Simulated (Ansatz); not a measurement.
Runs of Ansatz 0.2.0 on BiTe. Symmetry: R-3m, No. 166, trigonal system. Conventional cell: a = 4.845 Å, b = 4.845 Å, c = 9.952 Å, α = 90.00°, β = 90.00°, γ = 120.00°. Bi (site symmetry -3m) is surrounded by 6 Te at 3.25 Å. Te (site symmetry -3m) has 6 Bi at 3.25 Å as nearest neighbours. The cell comes from a database or a generator and needn't be the stable form of this composition.

```csv
share of exact exchange,gap on the mesh (eV),pressure (GPa)
0.2,none,-1.4
0.25,none,-1.8
0.05,none,-0.3
0.1,none,(a)
0.3,none,-2.1
0.15,none,(b)
```

Alike in all rows: task single point; level HSE06 form with a typed share of exact exchange; potentials or basis Ansatz PAW; no spin polarisation; cell as given; k mesh 4 × 4 × 4; cutoff (eV) 420; smearing fermi-dirac 0.05 eV; the mesh is coarse, so values aren't converged.

Problem. Fill in the values left out.

Solution. (a) -0.7; (b) -1.1.

Caveats: all runs use coarse meshes; spin-orbit coupling is left out, which moves the levels of the heavy elements; the PAW data sets come from PBE, with cores solved anew for the run's functional, which leaves a small shift of forces and pressure; the thresholds are loose for stress.

A k mesh can miss the band edges, and the runs leave out spin-orbit coupling on Bi, Te.

A gap of «none» marks a metal or a gap under the smearing width.
